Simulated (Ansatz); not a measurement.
# C7H13NO: small, medium and large basis sets

One table from this session's results is given with a row withheld; the runs are named, their logs left out.

Computed with Ansatz 0.2.0, Gaussian basis. Level: one geometry, several basis sets.

Levels to be run: PBE0-D4/def2-SVP; ωB97M-V/def2-SVP; PBE0-D4/def2-QZVPP; ωB97M-V/def2-QZVPP; the functionals' def2-TZVPP values are taken from earlier runs.

## The relaxed structure

All runs share one geometry, relaxed beforehand with PBE0-D4 in a triple-zeta def2 set.

SMILES `CC/C(=C/C(C)=O)NC`, 22 atoms, charge 0, spin multiplicity 1.

Atoms are counted from 1 here; the program's logs count them from 0.

Bond lengths: C1–C2 1.527 Å, C1–H10 1.092 Å, C1–H11 1.091 Å, C1–H12 1.092 Å, C2–C3 1.498 Å, C2–H13 1.091 Å, C2–H14 1.094 Å, C3–C4 1.380 Å, C3–N8 1.334 Å, C4–C5 1.427 Å, C4–H15 1.081 Å, C5–C6 1.508 Å, C5–O7 1.241 Å, C6–H16 1.092 Å, C6–H17 1.092 Å, C6–H18 1.090 Å, N8–C9 1.436 Å, N8–H19 1.026 Å and more. Angles: C2–C1–H10 110.7°, C2–C1–H11 110.4°, C2–C1–H12 111.8°, H10–C1–H11 108.3°, H10–C1–H12 108.0°, H11–C1–H12 107.5°, C1–C2–C3 111.9°, C1–C2–H13 109.5°, C1–C2–H14 110.0°, C3–C2–H13 108.2°, C3–C2–H14 110.1°, H13–C2–H14 106.9°, C2–C3–C4 120.3°, C2–C3–N8 118.9°, C4–C3–N8 120.8°, C3–C4–C5 122.6°, C3–C4–H15 118.1°, C5–C4–H15 119.3° and more.

Set-up of the first run:

in.yaml reads:

```yaml
crystal:
  periodic: [false, false, false]
  atoms:
    - {symbol: C, position_ang: [-1.268155, -2.273954, 0.168318]}
    - {symbol: C, position_ang: [0.082823, -1.748502, -0.312047]}
    - {symbol: C, position_ang: [0.247743, -0.286738, -0.027066]}
    - {symbol: C, position_ang: [-0.069231, 0.650088, -0.989526]}
    - {symbol: C, position_ang: [0.030800, 2.054599, -0.758855]}
    - {symbol: C, position_ang: [-0.333999, 2.991190, -1.882587]}
    - {symbol: O, position_ang: [0.405720, 2.543655, 0.318179]}
    - {symbol: N, position_ang: [0.658979, 0.090732, 1.184383]}
    - {symbol: C, position_ang: [1.120230, -0.775451, 2.233003]}
    - {symbol: H, position_ang: [-1.368377, -3.338431, -0.053172]}
    - {symbol: H, position_ang: [-2.082067, -1.742115, -0.327707]}
    - {symbol: H, position_ang: [-1.395248, -2.140263, 1.244557]}
    - {symbol: H, position_ang: [0.170036, -1.898251, -1.389388]}
    - {symbol: H, position_ang: [0.892796, -2.316247, 0.154564]}
    - {symbol: H, position_ang: [-0.402692, 0.295657, -1.955148]}
    - {symbol: H, position_ang: [-1.136764, 3.651982, -1.547476]}
    - {symbol: H, position_ang: [0.527248, 3.622718, -2.112321]}
    - {symbol: H, position_ang: [-0.649924, 2.469414, -2.786111]}
    - {symbol: H, position_ang: [0.721436, 1.111246, 1.274773]}
    - {symbol: H, position_ang: [0.397108, -1.559866, 2.469922]}
    - {symbol: H, position_ang: [1.265991, -0.177813, 3.132055]}
    - {symbol: H, position_ang: [2.076146, -1.253654, 1.990251]}
basis:
  gaussian: {orbitals: def2-SVP}
hamiltonian: {xc: pbe0, dispersion: d4}
output: {orbitals: {seedname: orbitals}}
```

Command:

```bash
$ ansatz run in.yaml --threads 4 --pin off --events-out ev --progress --plain --max-ram 66560MiB --backend cpu
```

Steps of the session up to this table: PBE0-D4 in def2-SVP; ωB97M-V in def2-SVP; PBE0-D4 in def2-QZVPP; ωB97M-V in def2-QZVPP.

One table of the session follows, with a row left open; its other results are not shown here.

It belongs to the step «Functionals by basis». 

```
functional       basis  HOMO (eV)
   PBE0-D4    def2-SVP      -5.82
   PBE0-D4  def2-TZVPP      -5.96
   PBE0-D4  def2-QZVPP      -5.99
   ωB97M-V    def2-SVP      -7.89
   ωB97M-V  def2-TZVPP      -8.05
   ωB97M-V  def2-QZVPP          ?
```

Q: Estimate the row for ωB97M-V, def2-QZVPP from the others.

The run gave: HOMO (eV): -8.07. In the column «HOMO (eV)» it is the lowest.
